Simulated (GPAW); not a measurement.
HPbNO4 in GPAW: the effect of functional

The system is HPbNO4.

```xyz
7
Lattice="4.2753 -0.0004 0.0064 -2.0840 5.2077 -0.0491 -2.1238 -1.8657 4.9149" Properties=species:S:1:pos:R:3 pbc="T T T"
H     2.2338   -1.5247    4.4769
Pb    0.1373    4.0030    0.6652
N    -2.0197    1.5311    2.4473
O     2.2736    4.7756    0.1022
O    -1.9905    2.6889    2.9560
O     2.2225    1.4102    1.1945
O    -2.0163    0.5081    3.1892
```

The cell was built by a generator and needn't be a form met in nature.

Alike in all runs:

| Item | Value |
| --- | --- |
| Program | GPAW 26.7.0 |
| Task | band structure |
| Cutoff | 800 eV |
| Basis | pw |
| k mesh | 6 × 4 × 4 |
| Occupations | fermi-dirac, width 0.05 eV |
| Spin | no spin polarisation |

```tsv
functional	potentials or basis	gap on the mesh (eV)	pressure (GPa)	largest force (eV/Å)
AM05	PAW data sets generated in the run's folder for this functional	2.88	-2.2	0.57
PW91	PAW data sets generated in the run's folder for this functional	2.86	-0.5	0.09
r2SCAN	GPAW PAW data sets (gpaw-data 1.2.1)	?	?	?
```

Task: What does the run with functional r2SCAN give?

Result: gap on the mesh 3.21 eV; pressure -3.2 GPa; largest force 0.64 eV/Å.

Caveats: spin-orbit coupling is left out, which as a rule narrows the gap of such compounds by several tenths of an eV; the PAW data sets were made with another functional, which shifts forces and pressure a little (some runs).

A k mesh can miss the band edges.
